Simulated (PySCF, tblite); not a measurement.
# C₂H₁₀SSi₂: geometry, infrared bands and NMR shifts

What infrared bands and NMR shifts should C₂H₁₀SSi₂ (`[SiH3]CC[SiH2]S`) show?

The runs use tblite 0.8.0 and PySCF 2.14.0, with density-fitted response routines of our own; the level of theory stands in each step. All values are computed, except where a source is named. Atoms count from 0, in the outputs and in this text.

### Step 1. Starting geometry

15 atoms, charge 0, multiplicity 1; geometry from: force field or distance geometry start.

Bonds of the start (Å): Si0–C1 1.89, C1–C2 1.50, C2–Si3 1.84, Si3–S4 2.09, Si0–H5 1.47, Si0–H6 1.47, Si0–H7 1.48, C1–H8 1.10, C1–H9 1.11, C2–H10 1.12, C2–H11 1.12, Si3–H12 1.50, Si3–H13 1.49, S4–H14 1.41.

### Step 2. Geometry optimisation with GFN2-xTB

The job: settings as JSON, then the geometry in Å.

```
{"job": {"kind": "relax", "xc": "GFN2-xTB", "basis": "xTB"}, "charge": 0, "multiplicity": 1}
Si     2.343000     0.186200    -0.110800
C      0.489800     0.559700    -0.009100
C     -0.184900    -0.712700    -0.424000
Si    -2.026600    -0.658900    -0.433500
S     -2.938500     1.111900     0.205900
H      3.095700     0.921500     0.910900
H      2.557700    -1.263900    -0.058800
H      2.854100     0.689900    -1.406100
H      0.270800     0.863200     1.026300
H      0.291500     1.355400    -0.762300
H      0.175200    -0.963200    -1.455400
H      0.163600    -1.539500     0.241900
H     -2.479100    -1.777600     0.449600
H     -2.450500    -1.047600    -1.803900
H     -2.166200     2.283700     0.101900
```

On the command line:

```
> OMP_NUM_THREADS=1 python probes_run.py task.json out
```

This one command runs all jobs of the session in turn.

**Question.** This job is followed by: GFN2-xTB harmonic vibrations, gas phase; GIAO PBE0/pcSseg-1 NMR shielding, non-relativistic, gas phase. Predict these results of the whole session: strongest single infrared mode (GFN2-xTB); zero-point energy (GFN2-xTB); 13C shifts against TMS (PBE0/pcSseg-1); 1H shifts against TMS (PBE0/pcSseg-1, means over atoms taken as alike); 29Si shifts against TMS (PBE0/pcSseg-1); 33S shifts against CS2 (PBE0/pcSseg-1).

**Answer**, as computed:

```
                                                              quantity                             value
                             strongest single infrared mode (GFN2-xTB)              780 cm⁻¹, 426 km/mol
                                          zero-point energy (GFN2-xTB)                     65.3 kcal/mol
                                13C shifts against TMS (PBE0/pcSseg-1)                     13.8, 3.7 ppm
1H shifts against TMS (PBE0/pcSseg-1, means over atoms taken as alike)  4.81, 3.90, 0.74, 0.55, 0.13 ppm
                               29Si shifts against TMS (PBE0/pcSseg-1)                  -24.2, -65.3 ppm
                                33S shifts against CS2 (PBE0/pcSseg-1)                          -279 ppm
```

**Reading.** Relaxing lowered the energy by 0.671 eV in 188 steps; the close pair that moved most is S4–H14, from 1.407 to 1.325 Å. All 39 modes are real, so the xTB geometry is a minimum. The strongest single mode, at 780 cm⁻¹, is spread over many atoms; the largest shares are those of H5, H7. GFN2-xTB is a fitted tight-binding method: band positions and strengths are rough. Its intensities can rank the bands wrongly. At PBE0/pcSseg-1: Shielding is most anisotropic at S4 (span 191 ppm, paramagnetic term -275 ppm).
